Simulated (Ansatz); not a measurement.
# InH₃O₂: one species, many methods

Aim: compute InH₃O₂ with functionals from several rungs and with coupled cluster, and see how far each lands from CCSD(T) at the basis-set limit for the atomisation energy.

Program: Ansatz 0.2.0, Gaussian basis. Level of theory: functionals in def2-TZVPP, the program's frozen cores in correlated methods. These are calculated values, not measurements.

The runs, in order: LDA (SPW92), PBE-D4, revPBE-D4, BLYP-D4, r2SCAN-D4, B97M-V, PBE0-D4, B3LYP-D4, r2SCANh-D4, r2SCAN0-D4, HSE06-D4, BHLYP-D4, CAM-B3LYP-D4, LC-ωPBE, ωB97X-V, ωB97M-V, B2PLYP, PBE-QIDH; CCSD(T)/def2-SVP; CCSD(T)/def2-TZVPP; CCSD(T)/def2-QZVPP; extrapolation to the limit; RPA on PBE.

## (1) The geometry

All runs share one geometry, relaxed beforehand with PBE0-D4 in a triple-zeta def2 set. In takes the def2 core potential; no spin-orbit term is included.

SMILES `[OH][InH][OH]`, 6 atoms, charge 0, spin multiplicity 1.

Atoms are counted from 1 here; the program's logs count them from 0.

Bond lengths: O1–In2 1.985 Å, O1–H4 0.959 Å, In2–O3 1.973 Å, In2–H5 1.692 Å, O3–H6 0.961 Å. Angles: In2–O1–H4 114.5°, O1–In2–O3 106.6°, O1–In2–H5 128.2°, O3–In2–H5 125.3°, In2–O3–H6 111.0°.

Coordinates:

```xyz
6

O    -1.02491   -1.05368    0.44357
In    0.01739    0.34477   -0.50474
O     1.61433    0.70180    0.59822
H    -1.83417   -1.31681    0.00053
H    -0.34893    1.10840   -1.96991
H     1.61839    0.15151    1.38613
```

## (2) LDA

This LDA is Slater exchange with PW92 correlation.

File in.yaml:

```yaml
crystal:
  periodic: [false, false, false]
  atoms:
    - {symbol: O, position_ang: [-1.024911, -1.053685, 0.443570]}
    - {symbol: In, position_ang: [0.017390, 0.344775, -0.504735]}
    - {symbol: O, position_ang: [1.614325, 0.701800, 0.598217]}
    - {symbol: H, position_ang: [-1.834167, -1.316805, 0.000535]}
    - {symbol: H, position_ang: [-0.348931, 1.108401, -1.969913]}
    - {symbol: H, position_ang: [1.618394, 0.151514, 1.386126]}
basis:
  gaussian: {orbitals: def2-TZVPP}
hamiltonian: {xc: lda}
output: {orbitals: {seedname: orbitals}}
```

Launch:

```
> ansatz run in.yaml --threads 2 --pin off --events-out ev --progress --plain --max-ram 32768MiB --backend cpu
```

The runs that follow: PBE-D4 (GGA); revPBE-D4 (GGA); BLYP-D4 (GGA); r2SCAN-D4 (meta-GGA); B97M-V (meta-GGA); B3LYP-D4 (hybrid); r2SCANh-D4 (hybrid); r2SCAN0-D4 (hybrid); HSE06-D4 (hybrid); BHLYP-D4 (hybrid); CAM-B3LYP-D4 (range-separated); LC-ωPBE (range-separated); ωB97X-V (range-separated); ωB97M-V (range-separated); B2PLYP (double hybrid); PBE-QIDH (double hybrid); CCSD(T) in def2-SVP; CCSD(T) in def2-TZVPP; CCSD(T) in def2-QZVPP; RPA on PBE orbitals.

Q: Predict the results of all the runs planned. Wanted: atomisation energy, CCSD(T)/CBS; farthest beyond LDA; mean size of error, GGA; mean size of error, meta-GGA; mean size of error, hybrid; mean size of error, range-separated; mean size of error, double hybrid; gap, smallest and largest; T1 diagnostic.

The runs gave:

| quantity | value |
| --- | --- |
| atomisation energy, CCSD(T)/CBS | 1818.3 kJ/mol |
| functionals within 18.2 kJ/mol (1.0 %) | PBE-D4 |
| farthest beyond LDA | BHLYP-D4 (-149.7 kJ/mol) |
| mean size of error, GGA | 37.4 kJ/mol |
| mean size of error, meta-GGA | 31.9 kJ/mol |
| mean size of error, hybrid | 84.0 kJ/mol |
| mean size of error, range-separated | 28.3 kJ/mol |
| mean size of error, double hybrid | 67.6 kJ/mol |
| gap, smallest and largest | 4.61 eV (BLYP-D4), 11.96 eV (LC-ωPBE) |
| T1 diagnostic | 0.0172 |
| triples share of the correlation energy | 3.3 % |

The LDA atomisation energy is off by 285.7 kJ/mol (16 %): it overbinds. PBE-D4 is off by -4.9 kJ/mol. Double hybrids carry the basis error of their MP2 part in triple zeta, and no dispersion term here, so their miss is partly the set-up's. Taken by rung, range-separated functionals do best (28.3 kJ/mol on average) and hybrid ones worst beyond LDA (84.0 kJ/mol). The gap between the best rungs is small, so their order is not settled. The mean of the hybrids holds BHLYP, with half exact exchange. Misses under about 18.2 kJ/mol are within the doubt on the reference itself, which lacks core-valence correlation, spin-orbit coupling and higher excitations, and its outer-core shells are covered unevenly. All levels share the lack of spin-orbit coupling, which lowers the free heavy atoms and so the true binding. Hartree-Fock recovers 62 % of the binding; the rest is correlation. CCSD(T) in def2-SVP is off by -194.2 kJ/mol, worse than the median functional, from the basis alone. Orbital gaps span 4.6 to 12.0 eV; exact exchange widens them. Correlated methods include outer-core shells of In, which these sets cover unevenly.
